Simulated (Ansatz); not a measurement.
Predict the output of the script below (Ansatz 0.2.0, Python API).

The script, `pdos.py`:
```python
# -*- coding: utf-8 -*-
"""Projected density of states of Sr3BiP."""

import ansatz as az
from ase import Atoms
import numpy as np

config = {
    "ecut": 530,
    "kmesh": (5, 5, 5),
    "occupations": "fermi_dirac",
    "width_ev": 0.05,
    "max_scf": 95,
    "n_empty": 16,
}


def main():
    atoms = Atoms(
        ["Sr", "Sr", "Sr", "Bi", "P"],
        scaled_positions=[
            [0.0, 0.5, 0.5],
            [0.5, 0.0, 0.5],
            [0.5, 0.5, 0.0],
            [0.0, 0.0, 0.0],
            [0.5, 0.5, 0.5],
        ],
        cell=[
            [5.776749, 0.0, 0.0],
            [0.0, 5.776749, 0.0],
            [0.0, 0.0, 5.776749],
        ],
        pbc=True,
    )
    crystal = az.Crystal.from_ase(atoms)

    calc = (
        crystal.calculation()
        .functional(az.Functional.R2SCAN)
        .basis(config["ecut"])
        .kpoints(*config["kmesh"])
        .occupations(config["occupations"], width=config["width_ev"])
        .scf(max_iterations=config["max_scf"])
        .scf(extra_bands=config["n_empty"])
        .density_of_states(projected=True, method="smearing", broadening_width=0.15, energy_step=0.1)
    )
    history = []
    outcome = calc.session().plan().execute(on_event=lambda event: history.append(event["data"]["dr2_ev"]) if event["event"] == "scf_iter" else None)
    r = outcome.report
    print("density residual by iteration (eV):", " ".join(f"{value:.1e}" for value in history[:40]))

    dos = outcome.density_of_states()
    energy = np.asarray(dos.energies_ev) - dos.fermi_ev
    curves = {}
    for site in outcome.projected_density_of_states().sites:
        for shell in site.shells:
            weight = sum(np.sum(curve.g_bin_mean_per_ev, axis=0) for curve in shell.curves)
            name = f"{site.species} {shell.label}"
            curves[name] = curves.get(name, 0) + weight

    step = energy[1] - energy[0]
    windows = [(-8, -4), (-4, 0), (0, 6)]
    print("states by shell in windows of E - E_F (eV):", windows)
    for name, g in curves.items():
        print(f"{name:8s}", " ".join(f"{step * g[(energy >= a) & (energy < b)].sum():8.3f}" for a, b in windows))
    filled = (energy < 0) & (energy > -8)
    for name, g in curves.items():
        if g[filled].sum() * step > 0.5:
            print(f"centre of {name}: {np.average(energy[filled], weights=g[filled]):.2f} eV")


if __name__ == "__main__":
    main()
```

```console
$ python pdos.py
density residual by iteration (eV): 1.6e-01 2.2e-02 1.7e-03 1.1e-04 3.9e-06 3.3e-07 1.7e-08
states by shell in windows of E - E_F (eV): [(-8, -4), (-4, 0), (0, 6)]
Sr 4S       0.000    0.040    0.038
Sr 5S       0.000    1.142    3.355
Sr 4P       0.000    0.138    0.016
Bi 6S       0.000    0.027    0.084
Bi 6P       0.000    4.764    1.054
Bi 5D       0.000    0.000    0.001
P 3S        0.000    0.070    0.150
P 3P        0.000    5.015    0.363
centre of Sr 5S: -2.27 eV
centre of Bi 6P: -1.35 eV
centre of P 3P: -2.06 eV
```

What to keep in mind:
- Along an axis with an odd division the mesh misses the point at one half; a gap read on a finite mesh is an upper bound on this functional's gap.
- Spin-orbit coupling, left out here, can change this gap by several tenths of an eV, and inverted bands can meet off the mesh.
- The empty d shell of the heavier alkali and alkaline-earth atoms, which makes much of a conduction band, may have no channel.
- An opening on this mesh may only mean that it misses a point where bands touch.
- The crystal has a gap of about 0.37 eV on the mesh; any density of states at or just above the Fermi level is the tail of the broadening.
- Spin-orbit coupling, which matters for elements this heavy, is left out.
- This cell is a computed structure, which may not be the phase found in nature.
- Curves are summed over the cell's atoms. Only shells that the potentials hold have channels, so projections don't add up to the total, least of all where a shell is missing (p of most metals); heights and places of peaks move with the mesh.
- The computed bands are complete only to about 5.8 eV above the Fermi level; beyond that the density of states is undercounted.
- A band centre counts only the states inside the window taken.
- Finished in 4 s on 1 thread of AMD EPYC 9R45 96-Core Processor (Zen 5) (shared host), peak memory 0.82 GiB.

(Lines on the test bed's own set-up are left out of the output.)
